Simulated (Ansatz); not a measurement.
**Ge₂ (triplet): geometry optimisation**

Aim: relax a generated start of Ge₂ (triplet) and see which bonds hold.

The runs use Ansatz 0.2.0, Gaussian basis; UKS PBE0/def2-TZVP.

### 1 Where the work starts

2 atoms, charge 0, spin multiplicity 3.

Atoms are counted from 1 here; the program's logs count them from 0.

Bond lengths: Ge1–Ge2 2.232 Å.

As a file:

```
atom    x (Å)    y (Å)    z (Å)
 Ge1  0.00000  0.00000  0.00000
 Ge2  0.00000  0.00000  2.23200
```

The start is set by covalent radii. Sticks and bond lists go by distance. No spin-orbit coupling is included. 

### 2 Relaxation

File in.yaml:

```yaml
crystal:
  periodic: [false, false, false]
  atoms:
    - {symbol: Ge, position_ang: [0.000000, 0.000000, 0.000000]}
    - {symbol: Ge, position_ang: [0.000000, 0.000000, 2.232000]}
basis:
  gaussian: {orbitals: def2-TZVP}
magnetization: {spin_polarized: true, initial_magnetization: 2}
hamiltonian: {xc: pbe0}
relax: {f_tol: 0.004, max_steps: 80}
```

Started as:

```bash
ansatz run in.yaml --threads 1 --pin off --events-out ev --progress --plain --max-ram 1740MiB
```

Before running it: what results should come out? Wanted: energy gained; shift from the start; total energy; dipole moment; ⟨S²⟩.

**Answer**, as computed:

| quantity | value |
| --- | --- |
| steps | 4 |
| energy gained | 0.159 eV |
| shift from the start (rms) | 0.076 Å |
| total energy | -113020.3008 eV |
| dipole moment | 0.00 D |
| ⟨S²⟩ | 2.004 |

**Reading.** The bonds of the start are those of the end. Ge1–Ge2 went from 2.232 to 2.383 Å. No vibrations were run, so this is a stationary point, not a proven minimum, and this spin need not be the ground state's.
